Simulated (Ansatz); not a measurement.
# CAlClFNO: a ladder of functionals and wavefunction methods

An exercise on one series of results from a longer session: the logs are not shown, and one member is left open.

Program: Ansatz 0.2.0, Gaussian basis. Level of theory: functionals in def2-TZVPP, the program's frozen cores in correlated methods. These are calculated values, not measurements.

Plan: LDA (SPW92), PBE-D4, revPBE-D4, BLYP-D4, r2SCAN-D4, B97M-V, PBE0-D4, B3LYP-D4, r2SCANh-D4, r2SCAN0-D4, HSE06-D4, BHLYP-D4, CAM-B3LYP-D4, LC-ωPBE, ωB97X-V, ωB97M-V, B2PLYP, PBE-QIDH; CCSD(T)/def2-SVP; CCSD(T)/def2-TZVPP; MP2/def2-QZVPP; extrapolation to the limit; RPA on PBE.

### The relaxed structure

An earlier PBE0-D4 in a triple-zeta def2 set relaxation fixed the geometry.

6 atoms, charge 0, spin multiplicity 1.

Atoms are counted from 1 here; the program's logs count them from 0.

Bond lengths: O1–C2 1.162 Å, C2–N3 1.197 Å, N3–Al4 1.741 Å, Al4–F5 1.632 Å, Al4–Cl6 2.064 Å. Angles: O1–C2–N3 179.5°, C2–N3–Al4 174.7°, N3–Al4–F5 119.2°, N3–Al4–Cl6 121.4°, F5–Al4–Cl6 119.4°.

Set-up of the first run:

in.yaml reads:

```yaml
crystal:
  periodic: [false, false, false]
  atoms:
    - {symbol: O, position_ang: [-1.726020, -0.301338, 2.353862]}
    - {symbol: C, position_ang: [-1.034545, -0.244718, 1.421594]}
    - {symbol: N, position_ang: [-0.321414, -0.196297, 0.461826]}
    - {symbol: Al, position_ang: [0.694753, 0.033129, -0.933371]}
    - {symbol: F, position_ang: [1.379245, -1.268219, -1.642371]}
    - {symbol: Cl, position_ang: [1.049982, 1.913444, -1.707840]}
basis:
  gaussian: {orbitals: def2-TZVPP}
hamiltonian: {xc: lda}
output: {orbitals: {seedname: orbitals}}
```

Steps of the session up to this table: LDA; PBE-D4 (GGA); revPBE-D4 (GGA); BLYP-D4 (GGA); r2SCAN-D4 (meta-GGA); B97M-V (meta-GGA); PBE0-D4 (hybrid); B3LYP-D4 (hybrid); r2SCANh-D4 (hybrid); r2SCAN0-D4 (hybrid); HSE06-D4 (hybrid); BHLYP-D4 (hybrid); CAM-B3LYP-D4 (range-separated); LC-ωPBE-D4 (range-separated; the results give it without D4); ωB97X-V (range-separated); ωB97M-V (range-separated); B2PLYP (double hybrid); PBE-QIDH (double hybrid).

One of the session's tables, all rows but one given; the rest of the session is left out.

It belongs to the step «Orbital energies across the functionals». 

```
  functional  HOMO (eV)  gap (eV)
 LDA (SPW92)      -7.97      5.72
      PBE-D4      -7.73      5.77
   revPBE-D4      -7.64      5.84
     BLYP-D4      -7.58      5.66
   r2SCAN-D4      -8.06      6.58
      B97M-V      -8.05      6.29
     PBE0-D4      -9.17      8.07
    B3LYP-D4      -8.90      7.48
  r2SCANh-D4      -8.60      7.39
  r2SCAN0-D4      -9.41      8.59
    HSE06-D4      -8.77      7.29
    BHLYP-D4     -10.50     10.12
CAM-B3LYP-D4     -10.55     10.32
     LC-ωPBE     -11.90     12.98
     ωB97X-V     -11.52     12.41
     ωB97M-V          ?         ?
```

Estimate the missing values for ωB97M-V.

**Answer.** HOMO (eV): -11.41; gap (eV): 11.96. In the column «HOMO (eV)» it lies between ωB97X-V (-11.52) and CAM-B3LYP-D4 (-10.55).
